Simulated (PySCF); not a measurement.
# Cl2PtS: the cost of one run

Method: method and basis as typed in the scripts; program: PySCF 2.14.0.

3 further runs of the same task are left out: 1 for a known fault of the program, 2 that didn't finish.

### 1 The system as given

Cl2PtS (triplet): 4 atoms, charge 0, spin multiplicity 3.

Bond lengths: Pt1–S2 2.120 Å, Pt1–Cl3 2.276 Å, Pt1–Cl4 2.276 Å. Angles: S2–Pt1–Cl3 105.3°, S2–Pt1–Cl4 105.3°, Cl3–Pt1–Cl4 149.3°.

### 2 Base script

input.py

```python
from pyscf import gto, scf, mp

mol = gto.M(
    atom='Pt 0.0425 0.0736 -0.001; S -1.0174 -1.7622 0.0229; Cl 2.244 -0.5021 -0.0077; Cl -1.5569 1.6923 -0.0077',
    basis='crenbl',
    ecp={'Pt': 'crenbl', 'S': 'crenbl', 'Cl': 'crenbl'},
    charge=0,
    spin=2,
    symmetry=True,
    verbose=3,
)
mf = scf.UHF(mol)
mf.level_shift = 0.3
mf = mf.newton()
mf.kernel()
mp.MP2(mf).kernel()
mf.dip_moment()
print('orbital energies (hartree):', [e[max(0, n-3):n+3].round(4) for e, n in zip(mf.mo_energy, mol.nelec)])
```

On the command line:

```
> OMP_NUM_THREADS=1 python input.py
```

Q: Estimate wall time and peak memory on 1 thread of Arm Neoverse N1, shared host.

About 9.7 s, with a peak of 0.25 GiB.
